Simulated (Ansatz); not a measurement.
# H₉NSi₂Sn: one species, many methods

Aim: compute H₉NSi₂Sn with functionals from several rungs and with coupled cluster. The yardstick is the atomisation energy at the CCSD(T) limit.

Program: Ansatz 0.2.0, Gaussian basis. Level of theory: functionals in def2-TZVPP, the program's frozen cores in correlated methods. These are calculated values, not measurements.

Plan: PBE-D4, r2SCAN-D4, PBE0-D4, B3LYP-D4, ωB97X-V, ωB97M-V, B2PLYP; CCSD(T)/def2-TZVPP; MP2/def2-QZVPP; extrapolation to the limit.

**1. Structure used throughout**

All runs share one geometry, relaxed beforehand with PBE0-D4 in a triple-zeta def2 set. Sn takes the def2 core potential; no spin-orbit term is included.

13 atoms, charge 0, spin multiplicity 1.

Atoms are counted from 1 here; the program's logs count them from 0.

Bond lengths: Si1–N2 1.710 Å, Si1–H5 1.493 Å, Si1–H6 1.491 Å, Si1–H7 1.490 Å, N2–Sn3 2.033 Å, N2–H8 1.010 Å, Sn3–Si4 2.561 Å, Sn3–H9 1.715 Å, Sn3–H10 1.713 Å, Si4–H11 1.485 Å, Si4–H12 1.485 Å, Si4–H13 1.488 Å. Angles: N2–Si1–H5 114.2°, N2–Si1–H6 112.5°, N2–Si1–H7 106.8°, H5–Si1–H6 106.7°, H5–Si1–H7 107.7°, H6–Si1–H7 108.8°, Si1–N2–Sn3 127.6°, Si1–N2–H8 117.6°, Sn3–N2–H8 114.5°, N2–Sn3–Si4 107.7°, N2–Sn3–H9 108.4°, N2–Sn3–H10 106.1°, Si4–Sn3–H9 112.9°, Si4–Sn3–H10 113.5°, H9–Sn3–H10 107.9°, Sn3–Si4–H11 110.2°, Sn3–Si4–H12 110.7°, Sn3–Si4–H13 108.1° and more.

**2. PBE-D4 (GGA)**

File in.yaml:

```yaml
crystal:
  periodic: [false, false, false]
  atoms:
    - {symbol: Si, position_ang: [-1.793894, 0.857645, 0.648539]}
    - {symbol: N, position_ang: [-0.172721, 0.994564, 1.176247]}
    - {symbol: Sn, position_ang: [1.428462, -0.094902, 0.558527]}
    - {symbol: Si, position_ang: [0.796168, -1.228472, -1.649516]}
    - {symbol: H, position_ang: [-2.712120, 0.232358, 1.645614]}
    - {symbol: H, position_ang: [-2.389230, 2.175831, 0.286680]}
    - {symbol: H, position_ang: [-1.779987, -0.010876, -0.562283]}
    - {symbol: H, position_ang: [0.014138, 1.606157, 1.957619]}
    - {symbol: H, position_ang: [1.829224, -1.215383, 1.794096]}
    - {symbol: H, position_ang: [2.726540, 1.012419, 0.410457]}
    - {symbol: H, position_ang: [0.294372, -0.221625, -2.618492]}
    - {symbol: H, position_ang: [-0.237268, -2.270826, -1.427182]}
    - {symbol: H, position_ang: [2.016916, -1.871690, -2.205505]}
basis:
  gaussian: {orbitals: def2-TZVPP}
hamiltonian: {xc: pbe, dispersion: d4}
output: {forces: true, orbitals: {seedname: orbitals}}
```

The run is started by

```
$ ansatz run in.yaml --threads 4 --pin off --events-out ev --progress --plain --max-ram 10444MiB
```

After this run come: r2SCAN-D4 (meta-GGA); PBE0-D4 (hybrid); B3LYP-D4 (hybrid); ωB97X-V (range-separated); ωB97M-V (range-separated); B2PLYP (double hybrid); CCSD(T) in def2-TZVPP; MP2 in def2-QZVPP.

**Question.** What will the summary of the whole plan be? Wanted: atomisation energy, CCSD(T)/CBS; farthest; mean size of error, hybrid; mean size of error, range-separated; gap, smallest and largest; T1 diagnostic; triples share of the correlation energy.

As calculated:

```
                               quantity                                 value
        atomisation energy, CCSD(T)/CBS                        889.7 kcal/mol
functionals within 8.9 kcal/mol (1.0 %)            B3LYP-D4, ωB97X-V, ωB97M-V
                               farthest               B2PLYP (-21.0 kcal/mol)
             mean size of error, hybrid                         13.3 kcal/mol
    mean size of error, range-separated                          4.8 kcal/mol
              gap, smallest and largest  4.34 eV (PBE-D4), 10.71 eV (ωB97X-V)
                          T1 diagnostic                                0.0127
triples share of the correlation energy                                 3.2 %
```

**Reading.** PBE-D4 misses by -16.5 kcal/mol. Double hybrids carry the basis error of their MP2 part in triple zeta, and no dispersion term here, so their miss is partly the set-up's. The reference freezes the cores and leaves out spin-orbit coupling and excitations past (T), and its outer-core shells are covered unevenly, so misses under about 8.9 kcal/mol can't be ranked. All levels share the lack of spin-orbit coupling, which lowers the free heavy atoms and so the true binding. Hartree-Fock recovers 72 % of the binding; the rest is correlation. Orbital gaps span 4.3 to 10.7 eV; exact exchange widens them. Correlated methods include outer-core shells of Sn, which these sets cover unevenly.
